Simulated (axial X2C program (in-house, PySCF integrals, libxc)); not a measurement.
**A two-component session on AgO⁻: properties at the nuclei**

Aim: properties at the nuclei of AgO⁻, with spin–orbit coupling in the Hamiltonian from the start.

Computed with an in-house X2C program for linear molecules on PySCF integrals. Level: two-component X2C with atomic mean-field terms, Ag dyall-acv3z, O dyall-av3z.

All values are calculated.

**1. The job**

Contents of task.json:

```json
{
 "zs": [
  47,
  8
 ],
 "q": -1,
 "bas": [
  "dyall-acv3z",
  "dyall-av3z"
 ],
 "r0": 1.96,
 "levels": [
  "PBE0",
  "HF",
  "BP86",
  "r2SCAN",
  "LDA"
 ],
 "nst": 3
}
```

Keys: zs atomic numbers; q charge; bas basis sets; r0 starting distance in Å; levels methods (HF also brings MP2); nst determinants followed.

The run is started by

```console
python soeom.py task.json out
```

Further steps of the session: Expectation values, lowest determinant; Expectation values, a higher determinant; Expectation values, a higher determinant.

**Question.** What will these runs give? Wanted: lowest determinant; qzz Ag; qzz O; higher determinant; Eeff magnitude; Ws magnitude Ag; A∥/gI Ag (for each run or level that gives them).

As calculated:

| quantity | value |
| --- | --- |
| lowest determinant | Ω = 0 (closed shell) |
| qzz Ag (a.u.), PBE0 | 1.11 |
| qzz O (a.u.), PBE0 | 2.29 |
| higher determinant | Ω = 2 (excess of +ω over −ω: ω = 1/2, ω = 3/2) |
| Eeff magnitude (GV/cm), PBE0, higher determinant | 4.98 |
| Ws magnitude Ag (kHz), PBE0, higher determinant | 1.47 |
| A∥/gI Ag (MHz), PBE0, higher determinant | 394 |
| qzz Ag (a.u.), PBE0, higher determinant | -2.02 |
| higher determinant | Ω = 1 (excess of +ω over −ω: ω = -1/2, ω = 3/2) |
| Eeff magnitude (GV/cm), PBE0, higher determinant | 4.61 |
| Ws magnitude Ag (kHz), PBE0, higher determinant | 2.55 |
| A∥/gI Ag (MHz), PBE0, higher determinant | -867 |
| qzz Ag (a.u.), PBE0, higher determinant | -2.19 |

What this shows: The expectation values come from single determinants, which for open shells can mix terms of unlike spin or miss the lowest Ω, so a determinant need not be a state. Eeff is the effective electric field on the electron dipole moment in this Ω state and Ws the scalar–pseudoscalar constant (defined with the proton number Z and per Ω); A∥ is the parallel hyperfine constant, which follows by multiplying with the nuclear g factor gI = μI/(I μN); qzz is the electric field gradient, eQq0 = 234.96 MHz × Q/barn × qzz. The operators were transformed with the bare-nucleus X2C matrices. A second determinant lies within 0.1 eV of the first, so their order is not settled at this level.
